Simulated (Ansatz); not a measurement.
**Si3Ag: one candidate of a structure search**

Aim: relax a trial structure of Si3Ag and see where it ends.

Program: Ansatz 0.2.0. Level of theory: DFT PBE, scalar-relativistic, plane waves, PAW. These are calculated values, not measurements.

## (1) The system as given

The structure is hexagonal, space group P-6m2 (No. 187). The conventional cell has a = 2.950 Å, b = 2.950 Å, c = 8.890 Å, α = 90.00°, β = 90.00°, γ = 120.00°. Si (site symmetry -6m2) has 12 Si at 2.92 to 2.95 Å as nearest neighbours. Si (site symmetry 3m) is surrounded by 3 Ag at 2.68 Å. Ag (site symmetry -6m2) has 6 Si at 2.68 Å and 6 Ag at 2.95 Å as nearest neighbours.

As a file:

```
Si Ag
1.0
     2.95045    0.00000    0.00000
    -1.47523    2.55517    0.00000
     0.00000    0.00000    8.88984
Si Ag
3 1
Direct
  0.00000 0.00000 0.00000
  0.66667 0.33333 0.73291
  0.66667 0.33333 0.26709
  0.00000 0.00000 0.50000
```

A structure generator made this guess: species swapped into a database cell of MgSn3 (P-6m2, No. 187), with Ag on the Mg sites and Si on the Sn sites. Its size is a rough estimate.

## (2) Probe: one point on a coarse mesh

input.yaml reads:

```yaml
crystal:
  lattice:
    - [2.95045245, 0.0, 0.0]
    - [-1.47522623, 2.55516678, 0.0]
    - [0.0, 0.0, 8.88983924]
  atoms:
    - { symbol: Si, position: [0.0, 0.0, 0.0] }
    - { symbol: Si, position: [0.66666667, 0.33333333, 0.7329089] }
    - { symbol: Si, position: [0.66666667, 0.33333333, 0.2670911] }
    - { symbol: Ag, position: [0.0, 0.0, 0.5] }
basis:
  ecutwfc: 420
kpoints:
  mp_grid: { grid: [6, 6, 2] }
hamiltonian:
  xc: pbe
scf:
  occupations: { method: gaussian, width: 0.1 }
  lower_state_search: "off"
output:
  forces: true
  stress: true
  eigenvalues: true
```

Command:

```
$ ansatz run input.yaml --threads 1 --pin off --max-ram 2560MiB --backend cpu --events-out ev --progress --plain --runs-dir out
```

The session goes on with these runs: rough relaxation on the coarse mesh; full relaxation.

Q: Predict the outcome of this session. Wanted: conventional cell; volume; energy over the elements; gap on the mesh.

The runs gave:

| quantity | value |
| --- | --- |
| symmetry at the end (tolerance 0.05 Å) | space group P-6m2 (No. 187) |
| conventional cell | a = 2.816 Å, b = 2.816 Å, c = 9.126 Å, α = 90.00°, β = 90.00°, γ = 120.00° |
| volume | 15.67 Å³/atom |
| energy over the elements | +0.46 eV/atom |
| gap on the mesh | none (metal) |

The space group P-6m2 (No. 187) is kept, and the volume per atom shrinks by 6.5 % from the first guess. With a positive formation energy it can't be a ground state. No finished test with a distortion of lower symmetry is shown, so the end may be a saddle point.
